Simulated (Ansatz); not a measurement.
# FHIIn: the cost of one run

Computed with Ansatz 0.2.0 through its Python package. Level of theory: PBE/def2-SVP.

### Step 1. The structure

Bond lengths: F1–In2 2.047 Å, In2–I3 3.057 Å, In2–H4 1.588 Å. Angles: F1–In2–I3 94.0°, F1–In2–H4 114.9°, I3–In2–H4 134.3°.

Input file fhiin.xyz:

```xyz
4

F    -1.52160   -0.09960    0.98840
In   -0.19020    0.07390   -0.55730
I     2.00580   -1.49560    0.87840
H    -0.23860    1.46100   -1.32990
```

### Step 2. Script

freq_fhiin.py reads:

```python
"""Vibrations and zero-point energy of FHIIn."""

import ansatz as az
import numpy as np

BASIS = "def2-SVP"
FUNCTIONAL = "pbe"


def main() -> None:
    mol = az.Crystal.molecule_from_extxyz("fhiin.xyz")

    setup = (
        mol.calculation()
        .basis(gaussian=BASIS)
        .functional(FUNCTIONAL)
        .scf(lower_state_search="light")
    )
    symbols = [site.symbol for site in mol.cartesian_sites]
    start = np.array([site.position_ang for site in mol.cartesian_sites], dtype=float)
    rep = setup.relax(force_tolerance=0.003, max_steps=100).run(threads=1, backend="cpu").report
    end = np.array(rep["positions_ang"])

    print("final positions (A) and the move of each atom")
    for symbol, xyz, old in zip(symbols, end, start):
        print(f"{symbol:2s} {xyz[0]:10.5f} {xyz[1]:10.5f} {xyz[2]:10.5f}   {np.linalg.norm(xyz - old):7.4f}")

    # frequencies need a stationary point, so they are taken at the relaxed geometry
    minimum = az.Crystal.molecule()
    for symbol, place in zip(symbols, end):
        minimum = minimum.atom(symbol, place.tolist())
    vibrating = (
        minimum.calculation()
        .basis(gaussian=BASIS)
        .functional(FUNCTIONAL)
        .scf(lower_state_search="light")
        .phonons(temperatures=(298.15, 498.15, 100))
    )
    vib = vibrating.run(threads=1, backend="cpu").report["vibrations"]
    sums = vib["harmonic_sums"]
    modes = [m["omega_inv_cm"] for m in sums["modes_at_gamma"] if m["rigid_motion"] == "no"]
    for number, w in enumerate(modes, start=1):
        print(f"mode {number:2d} {w:9.1f} 1/cm {w / 8065.544 * 1000:8.2f} meV")
    print("imaginary modes:", sum(w < 0 for w in modes), " zero-point energy:", round(sums["zero_point_energy_ev"], 4), "eV")
    print("T (K)   F_vib (eV)   S_vib (meV/K)   C_vib (meV/K)")
    for row in zip(sums["temperatures_k"], sums["vibrational_free_energy_ev"], vib["entropy_ev_per_k"], vib["heat_capacity_ev_per_k"]):
        print(f"{row[0]:6.1f} {row[1]:11.4f} {1000 * row[2]:13.4f} {1000 * row[3]:15.4f}")


if __name__ == "__main__":
    main()
```

### Step 3. The run

Started as:

```
> python freq_fhiin.py
```

**Question.** How long does this script take on 1 thread of AMD EPYC 7B13 (Zen 3), shared host, and how much memory does it need?

About 36 s, with a peak of 0.21 GiB.
